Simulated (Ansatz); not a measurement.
# HoO3: the cost of one run

Program: Ansatz 0.2.0. Level of theory: DFT PBE, scalar-relativistic, plane waves, PAW; 4f electrons in the core of a trivalent norm-conserving potential. These are calculated values, not measurements.

3 further runs of the same task are left out: 2 that didn't finish, 1 set aside as unsound or not needed. Runs told in other sessions of the task aren't counted.

## (1) Starting point

The structure is tetragonal, space group P4/mmm (No. 123). Conventional cell: a = 3.745 Å, b = 3.745 Å, c = 4.018 Å, α = 90.00°, β = 90.00°, γ = 90.00°. Ho (site symmetry 4/mmm) is surrounded by 2 O at 2.01 Å. O (site symmetry 4/mmm) is surrounded by 2 O at 2.01 Å. Around O (site symmetry 4/mmm) lie 2 Ho at 2.01 Å.

Coordinates:

```
CELL_PARAMETERS angstrom
3.74523 0.00000 0.00000
0.00000 3.74523 0.00000
0.00000 0.00000 4.01755
ATOMIC_POSITIONS crystal
Ho 0.00000 0.00000 0.50000
O 0.50000 0.50000 0.00000
O 0.00000 0.00000 0.00000
O 0.50000 0.50000 0.50000
```

Recipe of the guess: random cell by space group and Wyckoff sites (P4/mmm, No. 123). Its size is a rough estimate.

## (2) The guess as it stands, on a coarse mesh

Input file input.yaml:

```yaml
crystal:
  lattice:
    - [3.74522766, 0.0, 0.0]
    - [0.0, 3.74522766, 0.0]
    - [0.0, 0.0, 4.01755352]
  atoms:
    - { symbol: Ho, position: [0.0, 0.0, 0.5] }
    - { symbol: O, position: [0.5, 0.5, 0.0] }
    - { symbol: O, position: [0.0, 0.0, 0.0] }
    - { symbol: O, position: [0.5, 0.5, 0.5] }
basis:
  ecutwfc: 690
kpoints:
  mp_grid: { grid: [4, 4, 4] }
hamiltonian:
  xc: pbe
  pseudopotentials:
    kind: paw
    azcp: { Ho: "pseudopotentials/pbe/nc/lanthanide_3plus/Ho.nc.azcp" }
scf:
  occupations: { method: gaussian, width: 0.1 }
  lower_state_search: "off"
output:
  forces: true
  stress: true
  eigenvalues: true
```

The run is started by

```
> ansatz run input.yaml --threads 1 --pin off --max-ram 2560MiB --backend cpu --events-out ev --progress --plain --runs-dir out
```

**Question.** How long does this run take on 1 thread of Intel Xeon at 2.50GHz (Skylake/Cascade Lake), shared host, and how much memory does it need?

About 7.4 s, with a peak of 0.34 GiB.
